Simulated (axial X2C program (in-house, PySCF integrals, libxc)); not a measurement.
# HfSi⁺: properties at the nuclei

Wanted for HfSi⁺: properties at the nuclei, at the two-component level.

Computed with an in-house X2C program for linear molecules on PySCF integrals. Level: two-component X2C with atomic mean-field terms, Hf dyall-cv3z, Si dyall-v3z.

All values are calculated.

**1. The job**

Contents of task.json:

```json
{"zs": [72, 14], "q": 1, "bas": ["dyall-cv3z", "dyall-v3z"], "r0": 2.68, "levels": ["PBE0", "HF", "TPSSh", "PBE50", "r2SCAN"], "nst": 3}
```

Keys: zs atomic numbers; q charge; bas basis sets; r0 starting distance in Å; levels methods (HF also brings MP2); nst determinants followed.

Started as:

```
$ python soeom.py task.json out
```

Further steps of the session: Expectation values, lowest determinant; Expectation values, a higher determinant; Expectation values, a higher determinant.

Before running it: what results should come out? Wanted: lowest determinant; Eeff magnitude; Ws magnitude Hf; A∥/gI Hf; qzz Hf; higher determinant (for each run or level that gives them).

As calculated:

```
                                        quantity                                                  value
                              lowest determinant                Ω = 3/2 (excess of +ω over −ω: ω = 3/2)
                    Eeff magnitude (GV/cm), PBE0                                                   4.28
                     Ws magnitude Hf (kHz), PBE0                                                  0.591
                            A∥/gI Hf (MHz), PBE0                                                    951
                             qzz Hf (a.u.), PBE0                                                  -5.05
                              higher determinant  Ω = 1/2 (excess of +ω over −ω: 2 × ω = -1/2, ω = 3/2)
Eeff magnitude (GV/cm), PBE0, higher determinant                                                   14.1
 Ws magnitude Hf (kHz), PBE0, higher determinant                                                   27.5
        A∥/gI Hf (MHz), PBE0, higher determinant                                                  -4520
         qzz Hf (a.u.), PBE0, higher determinant                                                  -5.14
                              higher determinant                Ω = 1/2 (excess of +ω over −ω: ω = 1/2)
Eeff magnitude (GV/cm), PBE0, higher determinant                                                    7.1
 Ws magnitude Hf (kHz), PBE0, higher determinant                                                   11.3
        A∥/gI Hf (MHz), PBE0, higher determinant                                                  -2660
         qzz Hf (a.u.), PBE0, higher determinant                                                   0.22
```

**Reading.** In the first state, the effective field runs from 0.751 to 81.8 GV/cm over the mean-field levels, so the levels don't agree on it. The expectation values come from single determinants, which for open shells can mix terms of unlike spin or miss the lowest Ω, so a determinant need not be a state. Eeff is the effective electric field on the electron dipole moment in this Ω state and Ws the scalar–pseudoscalar constant (defined with the proton number Z and per Ω); A∥ is the parallel hyperfine constant, which follows by multiplying with the nuclear g factor gI = μI/(I μN); qzz is the electric field gradient, eQq0 = 234.96 MHz × Q/barn × qzz. The operators were transformed with the bare-nucleus X2C matrices.
